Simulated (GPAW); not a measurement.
NbTe:

```
Nb Te
1.0
     3.42570    0.00000    0.00000
     0.00000    3.42570    0.00000
     0.00000    0.00000    3.42570
Nb Te
1 1
Cartesian
  1.7128 1.7128 1.7128
  0.0000 0.0000 0.0000
```

The cell was built by a generator and needn't be a form met in nature.

Base run:

```yaml
Program: GPAW 26.7.0
Functional: PBEsol
Potentials_or_basis: PAW data sets generated in the run's folder for this functional
Cutoff: 600 eV
Basis: pw
k_mesh: 8 × 8 × 8
Occupations: fermi-dirac, width 0.05 eV
Spin: no spin polarisation
```

Its results: pressure -6.2 GPa.

Q: After a change of settings the same cell gave: pressure -0.6 GPa. Which change was it?
A. functional from PBEsol to BLYP
B. functional from PBEsol to SCAN; potentials or basis from PAW data sets generated in the run's folder for this functional to GPAW PAW data sets (gpaw-data 1.2.1)
C. functional from PBEsol to PW91
D. functional from PBEsol to LDA; potentials or basis from PAW data sets generated in the run's folder for this functional to the program's PAW data sets (release 1.2.1) made for this functional

A: C.

PW91 binds less tightly than PBEsol, so the same cell stands under more pressure.

Not every run made on this cell is shown here.
